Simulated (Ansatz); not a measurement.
# AsF+ (quartet): the correlation ladder, cc-pVDZ

An exercise on one series of results from a longer session: the logs are not shown, and one member is left open.

Method: cc-pVDZ, core rule «outside noble gas», up to 15 orbitals frozen; program: Ansatz 0.2.0, Gaussian basis.

The runs, in order: UHF; CCSD(T) on ROHF; CCSD(T) on UHF; BCCD(T) on ROHF; CISD as a restricted active space (open shells left free, so some higher excitations enter); CCSDT(Q) on ROHF; CCSDT(Q) on UHF; CASSCF and MRCISD+Q, 11 electrons in 8 orbitals; CASSCF and NEVPT2, 11 electrons in 8 orbitals.

16 further runs of the same task are left out: 7 that didn't finish, 9 set aside as unsound or not needed. Runs told in other sessions of the task aren't counted.

**The geometry**

The geometry is a PBE0/def2-TZVP stationary point (not a proven minimum) of the parent state, kept for this charge and spin. No spin-orbit coupling is included. The filled d shell of As may be among the frozen orbitals whatever the setting's name suggests.

2 atoms, charge 1, spin multiplicity 4.

Atoms are counted from 1 here; the program's logs count them from 0.

Bond lengths: F1–As2 1.741 Å.

As a file:

```xyz
2

F     0.0000    0.0000    0.0000
As    0.0000    0.0000    1.7412
```

Set-up of the first run:

The input, in.yaml:

```yaml
crystal:
  periodic: [false, false, false]
  atoms:
    - {symbol: F, position_ang: [0.000000, 0.000000, 0.000000]}
    - {symbol: As, position_ang: [0.000000, 0.000000, 1.741200]}
basis:
  gaussian: {orbitals: cc-pVDZ}
total_charge: 1
magnetization: {spin_polarized: true, initial_magnetization: 3}
hamiltonian: {xc: hf}
output: {orbitals: {seedname: orbitals}}
```

Launch:

```bash
$ ansatz run in.yaml --threads 1 --pin off --events-out ev --progress --plain --max-ram 2393MiB
```

Among the steps run: UHF; CCSD(T) on ROHF; CCSD(T) on UHF; BCCD(T) on ROHF; CISD as a restricted active space (open shells left free, so some higher excitations enter); CCSDT(Q) on ROHF; CCSDT(Q) on UHF; CASSCF and MRCISD+Q, 11 electrons in 8 orbitals; CASSCF and NEVPT2, 11 electrons in 8 orbitals.

One of the session's tables, all rows but one given; the rest of the session is left out.

| method | from RCCSDT(Q) (meV) |
| --- | --- |
| ROHF | +7098.7 |
| UHF | +6742.2 |
| RMP2 | +477.4 |
| UMP2 | +729.8 |
| RCCSD | +208.7 |
| UCCSD | +160.5 |
| RCCSD(T) | +38.6 |
| UCCSD(T) | +22.2 |
| BCCD(T) | +40.1 |
| RCCSDT | +17.8 |
| UCCSDT | -2.8 |
| RCCSDT(Q) | 0 |
| UCCSDT(Q) | -22.0 |
| CASSCF valence | ? |
| NEVPT2 valence | +886.8 |
| MRCISD valence | +360.6 |
| MRCISD+Q valence | +62.1 |

Q: Estimate the row for CASSCF valence from the others.

**Answer.** from RCCSDT(Q) (meV): +5846.3. In the column «from RCCSDT(Q) (meV)» it lies between NEVPT2 valence (+886.8) and UHF (+6742.2).

Not comparable, so not listed: CISD as a restricted active space (open shells left free, so some higher excitations enter) (they don't share determinant, frozen orbitals or solution with the rows shown, or repeat one).

To keep in mind: Restricted and unrestricted rows rest on different reference determinants; a gap between their highest levels can come from leftover correlation error, from unlike frozen cores or from another state.
